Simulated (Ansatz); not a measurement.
**C: straining the crystal, biaxial strain in the a-b plane**

The task here is to estimate one member of a computed series from the others.

Computed with Ansatz 0.2.0 (DFT r2SCAN, scalar-relativistic, plane waves, PAW, unless a step's input says otherwise).

3 further runs of the same task are left out: 3 set aside as unsound or not needed.

## The starting structure

The structure is orthorhombic, space group Fmmm (No. 69). The conventional cell has a = 2.456 Å, b = 4.253 Å, c = 7.116 Å, α = 90.00°, β = 90.00°, γ = 90.00°. C (site symmetry m2m) has 3 C at 1.42 Å as nearest neighbours.

Structure file:

```cif
data_structure
_symmetry_space_group_name_H-M 'P 1'
_symmetry_Int_Tables_number 1
_cell_length_a 2.4562
_cell_length_b 4.2529
_cell_length_c 7.1156
_cell_angle_alpha 90.000
_cell_angle_beta 90.000
_cell_angle_gamma 90.000
_cell_volume 74.33
loop_
_atom_site_label
_atom_site_type_symbol
_atom_site_fract_x
_atom_site_fract_y
_atom_site_fract_z
_atom_site_occupancy
C1 C 0.50000 0.41668 0.74992 1
C2 C 0.50000 0.91668 0.25008 1
C3 C 0.50000 0.58332 0.25008 1
C4 C 0.50000 0.08332 0.74992 1
C5 C 0.00000 0.91668 0.74992 1
C6 C 0.00000 0.41668 0.25008 1
C7 C 0.00000 0.08332 0.25008 1
C8 C 0.00000 0.58332 0.74992 1
```

It goes back to an entry of the Materials Project, which need not be the stable form.

The unstrained cell comes from an earlier run at this level (8 atoms, E(σ→0) -2013.3361 eV, gap none (metal)).

The first run:

Input file input.yaml:

```yaml
crystal:
  lattice:
    - [2.4316858731, 0.0, 0.0]
    - [0.0, 4.2103931521, 0.0]
    - [0.0, 0.0, 7.1582440287]
  atoms:
    - { symbol: C, position: [0.5, 0.4166750136, 0.7499221622] }
    - { symbol: C, position: [0.5, 0.9166750136, 0.2500778378] }
    - { symbol: C, position: [0.5, 0.5833249864, 0.2500778378] }
    - { symbol: C, position: [0.5, 0.0833249864, 0.7499221622] }
    - { symbol: C, position: [0.0, 0.9166750136, 0.7499221622] }
    - { symbol: C, position: [0.0, 0.4166750136, 0.2500778378] }
    - { symbol: C, position: [0.0, 0.0833249864, 0.2500778378] }
    - { symbol: C, position: [0.0, 0.5833249864, 0.7499221622] }
basis:
  ecutwfc: 500
kpoints:
  mp_grid: { grid: [14, 8, 6] }
hamiltonian:
  xc: r2scan
scf:
  occupations: { method: gaussian, width: 0.1 }
output:
  forces: true
  stress: true
  eigenvalues: true
relax:
  adjacent_minimum: "off"
  f_tol: 0.008
  max_steps: 40
  cell: { stress_tol: 0.015, fix: [a, b, gamma] }
```

On the command line:

```console
ansatz run input.yaml --threads 1 --pin off --max-ram 2560MiB --backend cpu --events-out ev --progress --plain --runs-dir out
```

Among the steps run: The cell strained by -1.0 %; The gap over the whole zone at -1.0 %; At +1.0 %; Strain -2.0 %; Band edges over the zone at -2.0 %; The cell strained by +2.0 %; Strain -3.0 %; Band edges over the zone at -3.0 %; At +3.0 %.

One table of the session follows, with a row left open; its other results are not shown here.

Lengths are those of the vectors of the cell that was run; stresses in GPa:

| strain (%) | ΔE (meV/atom) | a (Å) | b (Å) | c (Å) |
| --- | --- | --- | --- | --- |
| -3.0 | 68.3 | 2.383 | 4.125 | 7.088 |
| -2.0 | 29.6 | 2.407 | 4.168 | 7.106 |
| -1.0 | 7.2 | 2.432 | 4.210 | 7.124 |
| +0.0 | 0.0 | 2.456 | 4.253 | 7.116 |
| +1.0 | ? | ? | ? | ? |
| +2.0 | 26.8 | 2.505 | 4.338 | 7.166 |
| +3.0 | 58.7 | 2.530 | 4.381 | 7.178 |

Estimate the missing values for strain (%) = +1.0.

Worked estimate for «ΔE (meV/atom)». A straight line through the neighbours (0.0, 0.0) and (2.0, 26.8) gives 0.0 + (26.8 − 0.0) × (1.0 − 0.0) / (2.0 − 0.0) = 13.4; a parabola fitted to 4 rows on both sides gives 6.9.

The run gave: ΔE (meV/atom): 6.9; a (Å): 2.481; b (Å): 4.295; c (Å): 7.155. In «ΔE (meV/atom)» the line misses by +6.5 and the parabola by 0.0.

ΔE is over the unstrained cell. Stress in GPa, positive in compression, on the Cartesian axes of the input. 

Caveats from the session: Where a structure here is layered, its layers are held mostly by dispersion, which this level lacks, so their spacing and the stiffness across them are unreliable there. Warnings in the runs' records: band edges overlap, structure snapped to symmetry.
